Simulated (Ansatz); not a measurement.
# FGaGeH₄O: how energies converge with the basis set

The task here is to estimate one member of a computed series from the others.

The runs use Ansatz 0.2.0, Gaussian basis; one geometry, several basis sets.

Plan: PBE0-D4/def2-SVP; ωB97M-V/def2-SVP; PBE0-D4/def2-QZVPP; ωB97M-V/def2-QZVPP; the functionals' def2-TZVPP values are taken from earlier runs.

## Structure used throughout

An earlier PBE0-D4 in a triple-zeta def2 set relaxation fixed the geometry.

8 atoms, charge 0, spin multiplicity 1.

Atoms are counted from 1 here; the program's logs count them from 0.

Bond lengths: F1–Ga2 1.758 Å, Ga2–O3 1.760 Å, Ga2–H5 1.539 Å, O3–Ge4 1.781 Å, Ge4–H6 1.538 Å, Ge4–H7 1.536 Å, Ge4–H8 1.538 Å. Angles: F1–Ga2–O3 112.7°, F1–Ga2–H5 120.8°, O3–Ga2–H5 126.5°, Ga2–O3–Ge4 129.4°, O3–Ge4–H6 109.3°, O3–Ge4–H7 105.3°, O3–Ge4–H8 109.3°, H6–Ge4–H7 111.1°, H6–Ge4–H8 110.7°, H7–Ge4–H8 111.0°.

Geometry (Å):

```mol
FGaGeH4O
  3D, bonds by distance, orders not assigned

  8  7  0  0  0  0  0  0  0  0999 V2000
   -2.3649    0.1463    0.2634 F   0  0
   -1.2651    1.0097   -0.8026 Ga  0  0
    0.4108    0.5146   -0.5947 O   0  0
    1.1018   -0.6967    0.5137 Ge  0  0
   -1.7916    2.0710   -1.7842 H   0  0
    0.8019   -0.2861    1.9654 H   0  0
    2.6122   -0.6836    0.2373 H   0  0
    0.4949   -2.0753    0.2015 H   0  0
  1  2  8  0
  2  3  8  0
  3  4  8  0
  2  5  8  0
  4  6  8  0
  4  7  8  0
  4  8  8  0
M  END
```

Set-up of the first run:

File in.yaml:

```yaml
crystal:
  periodic: [false, false, false]
  atoms:
    - {symbol: F, position_ang: [-2.364893, 0.146333, 0.263444]}
    - {symbol: Ga, position_ang: [-1.265129, 1.009678, -0.802589]}
    - {symbol: O, position_ang: [0.410814, 0.514595, -0.594670]}
    - {symbol: Ge, position_ang: [1.101757, -0.696661, 0.513673]}
    - {symbol: H, position_ang: [-1.791578, 2.070979, -1.784172]}
    - {symbol: H, position_ang: [0.801914, -0.286062, 1.965450]}
    - {symbol: H, position_ang: [2.612247, -0.683607, 0.237338]}
    - {symbol: H, position_ang: [0.494877, -2.075255, 0.201536]}
basis:
  gaussian: {orbitals: def2-SVP}
hamiltonian: {xc: pbe0, dispersion: d4}
output: {orbitals: {seedname: orbitals}}
```

On the command line:

```sh
> ansatz run in.yaml --threads 4 --pin off --events-out ev --progress --plain --max-ram 10444MiB
```

Among the steps run: PBE0-D4 in def2-SVP; ωB97M-V in def2-SVP; PBE0-D4 in def2-QZVPP; ωB97M-V in def2-QZVPP.

One table of the session follows, with a row left open; its other results are not shown here.

It belongs to the step «Functionals by basis». 

| functional | basis | HOMO (eV) |
| --- | --- | --- |
| PBE0-D4 | def2-SVP | -8.59 |
| PBE0-D4 | def2-TZVPP | -8.67 |
| PBE0-D4 | def2-QZVPP | -8.69 |
| ωB97M-V | def2-SVP | -10.86 |
| ωB97M-V | def2-TZVPP | ? |
| ωB97M-V | def2-QZVPP | -11.00 |

Q: Estimate the row for ωB97M-V, def2-TZVPP from the others.

**Answer.** HOMO (eV): -10.98. In the column «HOMO (eV)» it lies between ωB97M-V, def2-QZVPP (-11.00) and ωB97M-V, def2-SVP (-10.86).
